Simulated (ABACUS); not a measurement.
Input of an ABACUS 3.10.1 run:

The input run_abacus.py:

```python
"""ABACUS run from a structure file: ASE reads it, the script writes STRU, KPT and INPUT."""
import re
import subprocess
import spglib
from ase import Atoms
from ase.io import read
from ase.units import Bohr

atoms = read("Ba2Tl5V3O12.cif")
cell, frac, numbers = spglib.standardize_cell((atoms.cell[:], atoms.get_scaled_positions(), atoms.numbers), to_primitive=True, symprec=1e-4)
atoms = Atoms(numbers=numbers, cell=cell, scaled_positions=frac, pbc=True)  # the primitive cell
atoms = atoms[(-atoms.numbers).argsort(kind="stable")]  # ABACUS lists atoms element by element
pseudo = {'Tl': 'Tl.upf', 'Ba': 'Ba.upf', 'V': 'V.upf', 'O': 'O.upf'}
orbital = {'Tl': 'Tl_confined-atom_8au_3s3p3d1f.orb', 'Ba': 'Ba_confined-atom_9au_4s3p3d1f.orb', 'V': 'V_confined-atom_7au_4s3p3d1f.orb', 'O': 'O_confined-atom_6au_3s3p2d1f.orb'}
magmoms = [0.0, 0.0, 0.0, 0.0, 0.0, 0.0, 0.0, 2.0, 2.0, 2.0, 0.0, 0.0, 0.0, 0.0, 0.0, 0.0, 0.0, 0.0, 0.0, 0.0, 0.0, 0.0]
kmesh = [3, 3, 3]
params = {
    'suffix': 'Ba2Tl5V3O12',
    'calculation': 'scf',
    'basis_type': 'lcao',
    'pseudo_dir': './',
    'orbital_dir': './',
    'symmetry': 1,
    'dft_functional': 'pbe',
    'ecutwfc': 100,
    'pseudo_rcut': 7,
    'nspin': 2,
    'nbands': 127,
    'ks_solver': 'genelpa',
    'smearing_method': 'fd',
    'smearing_sigma': 0.00367493,
    'scf_thr': 1e-07,
    'scf_nmax': 100,
    'mixing_type': 'broyden',
    'mixing_beta': 0.4,
    'cal_force': 1,
    'cal_stress': 1,
    'out_mul': 1,
    'out_chg': 1,
}

symbols = atoms.get_chemical_symbols()
elements = list(dict.fromkeys(symbols))
lines = ["ATOMIC_SPECIES"] + [f"{e} {atoms.get_masses()[symbols.index(e)]:.4f} {pseudo[e]}" for e in elements]
if orbital:
    lines += ["", "NUMERICAL_ORBITAL"] + [orbital[e] for e in elements]
lines += ["", "LATTICE_CONSTANT", f"{1 / Bohr:.10f}", "", "LATTICE_VECTORS"]
lines += [" ".join(f"{x:.10f}" for x in v) for v in atoms.cell]
lines += ["", "ATOMIC_POSITIONS", "Direct"]
for e in elements:
    lines += ["", e, "0.0", str(symbols.count(e))]
    for i, p in enumerate(atoms.get_scaled_positions(wrap=False)):
        if symbols[i] == e:
            mag = "" if magmoms is None else " mag " + " ".join(str(x) for x in (magmoms[i] if isinstance(magmoms[i], list) else [magmoms[i]]))
            lines.append(" ".join(f"{x:.10f}" for x in p) + " 1 1 1" + mag)
open("STRU", "w").write("\n".join(lines) + "\n")
open("KPT", "w").write("K_POINTS\n0\nGamma\n%d %d %d 0 0 0\n" % tuple(kmesh))
open("INPUT", "w").write("INPUT_PARAMETERS\n" + "".join(f"{k:<20s}{v}\n" for k, v in params.items()))

done = subprocess.run(['mpirun', '-np', '8', 'abacus'])
if done.returncode:
    raise SystemExit(done.returncode)
log = open("OUT.Ba2Tl5V3O12/running_scf.log").read()
print("final energy (eV):", re.findall(r"FINAL_ETOT_IS (\S+)", log))
```

File Ba2Tl5V3O12.cif:

```cif
data_Ba2Tl5V3O12
_cell_length_a 8.47395799
_cell_length_b 8.47395799
_cell_length_c 18.38520000
_cell_angle_alpha 90.00000000
_cell_angle_beta 90.00000000
_cell_angle_gamma 120.00000000
_space_group_name_H-M_alt 'R-3m'
_space_group_name_Hall '-R 3 2"'
_space_group_IT_number 166
loop_
_space_group_symop_operation_xyz
'x,y,z'
'-x,-y,-z'
'-y,x-y,z'
'y,-x+y,-z'
'-x+y,-x,z'
'x-y,x,-z'
'y,x,-z'
'-y,-x,z'
'x-y,-y,-z'
'-x+y,y,z'
'-x,-x+y,-z'
'x,x-y,z'
'x+2/3,y+1/3,z+1/3'
'-x+2/3,-y+1/3,-z+1/3'
'-y+2/3,x-y+1/3,z+1/3'
'y+2/3,-x+y+1/3,-z+1/3'
'-x+y+2/3,-x+1/3,z+1/3'
'x-y+2/3,x+1/3,-z+1/3'
'y+2/3,x+1/3,-z+1/3'
'-y+2/3,-x+1/3,z+1/3'
'x-y+2/3,-y+1/3,-z+1/3'
'-x+y+2/3,y+1/3,z+1/3'
'-x+2/3,-x+y+1/3,-z+1/3'
'x+2/3,x-y+1/3,z+1/3'
'x+1/3,y+2/3,z+2/3'
'-x+1/3,-y+2/3,-z+2/3'
'-y+1/3,x-y+2/3,z+2/3'
'y+1/3,-x+y+2/3,-z+2/3'
'-x+y+1/3,-x+2/3,z+2/3'
'x-y+1/3,x+2/3,-z+2/3'
'y+1/3,x+2/3,-z+2/3'
'-y+1/3,-x+2/3,z+2/3'
'x-y+1/3,-y+2/3,-z+2/3'
'-x+y+1/3,y+2/3,z+2/3'
'-x+1/3,-x+y+2/3,-z+2/3'
'x+1/3,x-y+2/3,z+2/3'
loop_
_atom_site_label
_atom_site_type_symbol
_atom_site_symmetry_multiplicity
_atom_site_Wyckoff_symbol
_atom_site_fract_x
_atom_site_fract_y
_atom_site_fract_z
_atom_site_occupancy
Ba1 Ba 3 b 0.3333333333 0.6666666667 0.1666666667 1
Ba2 Ba 3 a 0.0000000000 0.0000000000 0.0000000000 1
V1 V 9 e 0.1666666667 0.3333333333 0.3333333333 1
Tl1 Tl 9 d 0.1666666667 0.3333333333 0.8333333333 1
Tl2 Tl 6 c 0.3333333333 0.6666666667 0.4071166667 1
O1 O 36 i 0.6465766667 0.6575233333 0.0699433333 1
```

Potentials or basis: PseudoDojo NC SR 0.4.1 PBE standard, TZDP LCAO (the cutoffs set its grid).

Command:

```bash
$ OMP_NUM_THREADS=1 python run_abacus.py > log
```

Question: Predict the absolute moment.

Answer: 1.71 μB per cell.

Question: Predict the largest force.

Answer: 0.032 eV/Å.

Stress tensor (GPa, compression positive):
```
0.33 0.00 0.00
0.00 0.33 0.00
0.00 0.00 0.57
```

Caveat: the atomic orbitals were generated for these runs and aren't a published set; this release of the barium file is off; the basis of atomic orbitals isn't converged, which shifts pressures, moduli and gaps. The run has no spin-orbit coupling, so splittings on Ba, Tl are missing.
